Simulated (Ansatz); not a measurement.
# NdHf: the cost of one run

Program: Ansatz 0.2.0. Level of theory: DFT PBE, scalar-relativistic, plane waves, PAW; 4f electrons in the core of a trivalent norm-conserving potential, unless a step names another level. These are calculated values, not measurements.

1 further run of the same task is left out (it didn't finish). Runs told in other sessions of the task aren't counted.

**1. Starting point**

The structure is tetragonal, space group P4/nmm (No. 129). Conventional cell: a = 3.311 Å, b = 3.311 Å, c = 10.246 Å, α = 90.00°, β = 90.00°, γ = 90.00°. Nd (site symmetry 4mm) has 4 Nd at 3.31 Å and 4 Hf at 3.47 Å in its first shell of neighbours. Hf (site symmetry 4mm) is surrounded by 8 Hf at 3.11 to 3.31 Å and 4 Nd at 3.47 Å.

Coordinates:

```cif
data_structure
_symmetry_space_group_name_H-M 'P 1'
_symmetry_Int_Tables_number 1
_cell_length_a 3.3115
_cell_length_b 3.3115
_cell_length_c 10.2460
_cell_angle_alpha 90.000
_cell_angle_beta 90.000
_cell_angle_gamma 90.000
_cell_volume 112.36
loop_
_atom_site_label
_atom_site_type_symbol
_atom_site_fract_x
_atom_site_fract_y
_atom_site_fract_z
_atom_site_occupancy
Nd1 Nd 0.00000 0.50000 0.15029 1
Nd2 Nd 0.50000 0.00000 0.84971 1
Hf1 Hf 0.00000 0.50000 0.59962 1
Hf2 Hf 0.50000 0.00000 0.40038 1
```

It came out lowest among 14 distinct ends of the trial cells. At a tolerance of 0.05 Å it has space group P4/nmm (No. 129).

**2. Relaxing to 0.001 eV/Å, on the response runs' mesh and smearing**

input.yaml

```yaml
crystal:
  lattice:
    - [3.3114572364, 0.0, 0.0]
    - [0.0, 3.3114572364, 0.0]
    - [0.0, 0.0, 10.2460157124]
  atoms:
    - { symbol: Nd, position: [0.0, 0.5, 0.1502921724] }
    - { symbol: Nd, position: [0.5, 0.0, 0.8497078276] }
    - { symbol: Hf, position: [0.0, 0.5, 0.599618037] }
    - { symbol: Hf, position: [0.5, 0.0, 0.400381963] }
basis:
  ecutwfc: 660
kpoints:
  mp_grid: { grid: [10, 10, 4] }
hamiltonian:
  xc: pbe
  pseudopotentials:
    kind: paw
    azcp: { Nd: "pseudopotentials/pbe/nc/lanthanide_3plus/Nd.nc.azcp" }
scf:
  occupations: { method: gaussian, width: 0.1 }
output:
  forces: true
  stress: true
  eigenvalues: true
relax:
  adjacent_minimum: "off"
  f_tol: 0.001
  max_steps: 60
  cell: { stress_tol: 0.01 }
```

Run with:

```console
ansatz run input.yaml --threads 3 --pin off --max-ram 8448MiB --backend cpu --events-out ev --progress --plain --runs-dir out
```

Q: Estimate wall time and peak memory on 3 threads of Arm Neoverse V1, shared host.

About 53 s, with a peak of 0.78 GiB.
